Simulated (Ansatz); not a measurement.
# AlH5O3Se: small, medium and large basis sets

One table from this session's results is given with a row withheld; the runs are named, their logs left out.

Computed with Ansatz 0.2.0, Gaussian basis. Level: one geometry, several basis sets.

The runs, in order: PBE0-D4/def2-SVP; ωB97M-V/def2-SVP; PBE0-D4/def2-QZVPP; ωB97M-V/def2-QZVPP; the functionals' def2-TZVPP values are taken from earlier runs.

### Structure used throughout

All runs share one geometry, relaxed beforehand with PBE0-D4 in a triple-zeta def2 set.

SMILES `[OH][Al-]([OH])([OH])[SeH2+]`, 10 atoms, charge 0, spin multiplicity 1.

Atoms are counted from 1 here; the program's logs count them from 0.

Bond lengths: O1–Al2 1.710 Å, O1–H6 0.955 Å, Al2–O3 1.709 Å, Al2–O4 1.710 Å, Al2–Se5 2.674 Å, O3–H7 0.955 Å, O4–H8 0.955 Å, Se5–H9 1.468 Å, Se5–H10 1.469 Å. Angles: Al2–O1–H6 120.4°, O1–Al2–O3 118.0°, O1–Al2–O4 117.9°, O1–Al2–Se5 100.0°, O3–Al2–O4 119.4°, O3–Al2–Se5 95.6°, O4–Al2–Se5 96.2°, Al2–O3–H7 120.7°, Al2–O4–H8 120.9°, Al2–Se5–H9 95.4°, Al2–Se5–H10 95.4°, H9–Se5–H10 91.5°.

The first run:

in.yaml

```yaml
crystal:
  periodic: [false, false, false]
  atoms:
    - {symbol: O, position_ang: [-0.977354, 0.117879, -1.430613]}
    - {symbol: Al, position_ang: [-0.101313, -0.611181, -0.156367]}
    - {symbol: O, position_ang: [1.422772, -1.295616, -0.517483]}
    - {symbol: O, position_ang: [-0.981426, -1.188176, 1.190985]}
    - {symbol: Se, position_ang: [0.870351, 1.570702, 1.046965]}
    - {symbol: H, position_ang: [-1.932737, 0.125515, -1.418153]}
    - {symbol: H, position_ang: [1.709971, -1.395927, -1.423132]}
    - {symbol: H, position_ang: [-0.651223, -1.913719, 1.717644]}
    - {symbol: H, position_ang: [-0.428729, 2.239960, 1.189506]}
    - {symbol: H, position_ang: [1.152788, 2.299364, -0.196352]}
basis:
  gaussian: {orbitals: def2-SVP}
hamiltonian: {xc: pbe0, dispersion: d4}
output: {orbitals: {seedname: orbitals}}
```

Launch:

```bash
ansatz run in.yaml --threads 4 --pin off --events-out ev --progress --plain --max-ram 10444MiB
```

Among the steps run: PBE0-D4 in def2-SVP; ωB97M-V in def2-SVP; PBE0-D4 in def2-QZVPP; ωB97M-V in def2-QZVPP.

One of the session's tables, all rows but one given; the rest of the session is left out.

| functional | basis | HOMO (eV) |
| --- | --- | --- |
| PBE0-D4 | def2-SVP | ? |
| PBE0-D4 | def2-TZVPP | -7.92 |
| PBE0-D4 | def2-QZVPP | -7.98 |
| ωB97M-V | def2-SVP | -9.95 |
| ωB97M-V | def2-TZVPP | -10.18 |
| ωB97M-V | def2-QZVPP | -10.24 |

**Question.** Estimate the row for PBE0-D4, def2-SVP.

The run gave: HOMO (eV): -7.67. In the column «HOMO (eV)» it is the highest.
